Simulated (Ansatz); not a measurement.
Crystal: AgRh.

```
CELL_PARAMETERS angstrom
2.77759 0.00000 0.00000
-1.38879 2.40546 0.00000
0.00000 0.00000 4.80860
ATOMIC_POSITIONS crystal
Ag 0.00000 0.00000 0.50000
Rh 0.66667 0.33333 0.00000
```

The cell comes from a database or a generator and needn't be the stable form of this composition.

Base run:

* Program: Ansatz 0.2.0
* Functional: PBEsol
* Potentials or basis: all-electron LAPW, scalar-relativistic
* Cutoff: 263 eV
* Density cutoff: 1052 eV
* Basis error allowed: 0.001 eV/atom
* k mesh: 11 × 11 × 6
* Occupations: gaussian, width 0.02 eV
* Spin: no spin polarisation

Its results: band gap on the k mesh none (metal or under the smearing width); pressure -10.7 GPa.

Problem. The run is repeated on the same cell with these changes: functional from PBEsol to PBE; occupations from gaussian, width 0.02 eV to gaussian, width 0.05 eV. What comes out?

Solution. Band gap on the k mesh none (metal or under the smearing width); pressure -2.4 GPa.

Not every run made on this cell is shown here.
